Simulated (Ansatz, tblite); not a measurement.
# AsH2(SMe) (CH5AsS): one state, many levels

Aim: run the singlet of AsH2(SMe) (CH5AsS) at one geometry on many levels, and compare frontier levels, spin and run time.

Program: Ansatz 0.2.0, Gaussian basis. Level of theory: as each input shows. These are calculated values, not measurements.

The runs, in order: GFN1-xTB, GFN2-xTB, PBE-D4/def2-TZVP, r2SCAN-D4/def2-TZVP, LC-ωPBE/def2-TZVP, ωB97M-V/def2-TZVP, revPBE-D4/def2-TZVP, r2SCAN0-D4/def2-TZVP, B2PLYP/def2-TZVP, BHLYP-D4/def2-TZVP, LDA/def2-TZVP, PBE+5HF/def2-TZVP, PBE+10HF/def2-TZVP, PBE+15HF/def2-TZVP, PBE+35HF/def2-TZVP, PBE+50HF/def2-TZVP, PBE-D4/def2-SVP, PBE0-D4/def2-SVP, HF/STO-3G, HF/6-31G, B3LYP-D4/6-31G, PBE0-D4/def2-TZVPD, PBE-D4/def2-TZVPD, r2SCAN-D4/def2-TZVPD, CCSD(T)/def2-TZVPP, MP2/def2-TZVP, RPA/def2-TZVP.

## 1. The relaxed structure

The singlet was relaxed beforehand with PBE0-D4/def2-TZVP.

8 atoms, charge 0, spin multiplicity 1.

Bond lengths: As1–H2 1.524 Å, As1–H3 1.523 Å, As1–S4 2.233 Å, S4–C5 1.810 Å, C5–H6 1.090 Å, C5–H7 1.091 Å, C5–H8 1.090 Å. Angles: H2–As1–H3 91.9°, H2–As1–S4 96.7°, H3–As1–S4 95.8°, As1–S4–C5 99.1°, S4–C5–H6 111.6°, S4–C5–H7 106.0°, S4–C5–H8 111.5°, H6–C5–H7 108.7°, H6–C5–H8 110.0°, H7–C5–H8 108.8°.

PBE0-D4/def2-TZVP was run before; its log isn't repeated, and its numbers join the tables.

## 2. GFN1-xTB

Tight binding, by tblite at 300 K electronic temperature and without a spin-polarisation term:

```python
tblite.interface.Calculator('GFN1-xTB', numbers, positions, charge=0, uhf=0).singlepoint()
```

Energy -296.3234 eV, HOMO -10.98 eV, LUMO -5.91 eV; 0.004 s.

## 3. GFN2-xTB

Tight binding, by tblite at 300 K electronic temperature and without a spin-polarisation term:

```python
tblite.interface.Calculator('GFN2-xTB', numbers, positions, charge=0, uhf=0).singlepoint()
```

Energy -280.5886 eV, HOMO -9.90 eV, LUMO -5.73 eV; 0.002 s.

## 4. PBE-D4/def2-TZVP

start.molden holds the orbitals of an earlier run on this state, given as this run's starting guess.

Contents of in.yaml:

```yaml
crystal:
  periodic: [false, false, false]
  atoms:
    - {symbol: As, position_ang: [0.773525, 1.525002, 0.085373]}
    - {symbol: H, position_ang: [2.067981, 1.553966, -0.718959]}
    - {symbol: H, position_ang: [0.158004, 2.624216, -0.770091]}
    - {symbol: S, position_ang: [-0.178171, -0.172193, -1.010465]}
    - {symbol: C, position_ang: [-0.627484, -1.209932, 0.402534]}
    - {symbol: H, position_ang: [0.253130, -1.552816, 0.944744]}
    - {symbol: H, position_ang: [-1.142495, -2.077110, -0.013676]}
    - {symbol: H, position_ang: [-1.304491, -0.691122, 1.080540]}
basis:
  gaussian: {orbitals: def2-TZVP, initial_orbitals: start.molden}
hamiltonian: {xc: pbe, dispersion: d4}
scf: {omitted_lower_state_checks: [starts]}
output: {orbitals: {seedname: orbitals}}
```

On the command line:

```sh
$ ansatz run in.yaml --threads 4 --pin off --events-out ev --progress --plain --max-ram 3916MiB
```

After this run come: r2SCAN-D4/def2-TZVP; LC-ωPBE/def2-TZVP; ωB97M-V/def2-TZVP; revPBE-D4/def2-TZVP; r2SCAN0-D4/def2-TZVP; B2PLYP/def2-TZVP; BHLYP-D4/def2-TZVP; LDA/def2-TZVP; PBE+5HF/def2-TZVP; PBE+10HF/def2-TZVP; PBE+15HF/def2-TZVP; PBE+35HF/def2-TZVP; PBE+50HF/def2-TZVP; PBE-D4/def2-SVP; PBE0-D4/def2-SVP; HF/STO-3G; HF/6-31G; B3LYP-D4/6-31G; PBE0-D4/def2-TZVPD; PBE-D4/def2-TZVPD; r2SCAN-D4/def2-TZVPD; CCSD(T)/def2-TZVPP; MP2/def2-TZVP; RPA/def2-TZVP.

Before running them: what should the planned runs give, taken together? Wanted: gap in def2-TZVP, named functionals, smallest and largest; gap over the share of exact exchange; correlation energy, CCSD(T)/def2-TZVPP; correlation energy, MP2/def2-TZVP; binding an atom, CCSD(T)/def2-TZVPP; PBE0 total energy, smallest basis above largest.

The runs gave:

```
                                                 quantity                              value
gap in def2-TZVP, named functionals, smallest and largest  4.01 eV (LDA), 11.15 eV (LC-ωPBE)
                     gap over the share of exact exchange       4.16 eV at 0, 8.35 eV at 0.5
                   correlation energy, CCSD(T)/def2-TZVPP                          -18.92 eV
                        correlation energy, MP2/def2-TZVP                          -16.63 eV
                      binding an atom, CCSD(T)/def2-TZVPP                           3.084 eV
          PBE0 total energy, smallest basis above largest    12.60 eV (def2-SVP, def2-TZVPD)
```

In words: Orbital gaps of the named functionals in def2-TZVP span 4.01 eV (LDA) to 11.15 eV (LC-ωPBE); exact exchange widens it. Raising the share of exact exchange from 0 to 0.5 moves the HOMO by -2.47 eV and the LUMO by +1.72 eV. A small miss in a minimal or small basis is a cancelling of errors, not accuracy. The functionals in def2-TZVP miss CCSD(T)/def2-TZVPP by +0.013 (BHLYP-D4) to +0.563 eV (LDA) an atom. The reference is CCSD(T) in one finite basis, so it carries an error of its own, often a tenth of an eV or more, and near misses can't be ranked.
